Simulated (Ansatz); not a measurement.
# SiGeC (singlet): wave-function methods side by side, cc-pVTZ

The task here is to estimate one member of a computed series from the others.

Computed with Ansatz 0.2.0, Gaussian basis. Level: cc-pVTZ, core rule «outside noble gas», up to 20 orbitals frozen.

To be run: UHF; CCSD(T) on RHF; BCCD(T) on RHF; CCSDT(Q) on RHF; CASSCF and NEVPT2, 12 electrons in 12 orbitals.

3 further runs of the same task are left out: 3 set aside as unsound or not needed.

## The geometry

The geometry is a PBE0/def2-TZVP stationary point (not a proven minimum). No spin-orbit coupling is included. The filled d shell of Ge may be among the frozen orbitals whatever the setting's name suggests; the logs give the count.

3 atoms, charge 0, spin multiplicity 1.

Atoms are counted from 1 here; the program's logs count them from 0.

Bond lengths: C1–Ge2 1.768 Å, C1–Si3 1.685 Å. Angles: Ge2–C1–Si3 180.0°.

Set-up of the first run:

File in.yaml:

```yaml
crystal:
  periodic: [false, false, false]
  atoms:
    - {symbol: C, position_ang: [0.000000, 0.000000, 0.027600]}
    - {symbol: Ge, position_ang: [0.000000, 0.000000, -1.740100]}
    - {symbol: Si, position_ang: [0.000000, 0.000000, 1.712500]}
basis:
  gaussian: {orbitals: cc-pVTZ}
magnetization: {spin_polarized: true, initial_magnetization: 0}
hamiltonian: {xc: hf}
output: {orbitals: {seedname: orbitals}}
```

Command:

```sh
> ansatz run in.yaml --threads 1 --pin off --events-out ev --progress --plain --max-ram 4096MiB --backend cpu
```

Among the steps run: UHF; CCSD(T) on RHF; BCCD(T) on RHF; CCSDT(Q) on RHF; CASSCF and NEVPT2, 12 electrons in 12 orbitals.

One of the session's tables, all rows but one given; the rest of the session is left out.

It belongs to the step «Misses and costs». 

| method | from RCCSDT(Q) (meV) |
| --- | --- |
| RHF | +10215.4 |
| RMP2 | +1171.2 |
| RCCSD | +809.7 |
| RCCSD(T) | +91.0 |
| BCCD(T) | +83.1 |
| RCCSDT | +81.6 |
| RCCSDT(Q) | 0 |
| CASSCF valence | ? |
| NEVPT2 valence | +1367.2 |

Q: Estimate the row for CASSCF valence from the others.

The run gave: from RCCSDT(Q) (meV): +6080.4. In the column «from RCCSDT(Q) (meV)» it lies between NEVPT2 valence (+1367.2) and RHF (+10215.4).

With the free atoms at the same levels and basis (separate runs), the atomisation energy is 9.766 eV at RCCSDT(Q), 9.725 eV at RCCSD(T), 5.934 eV at RHF.
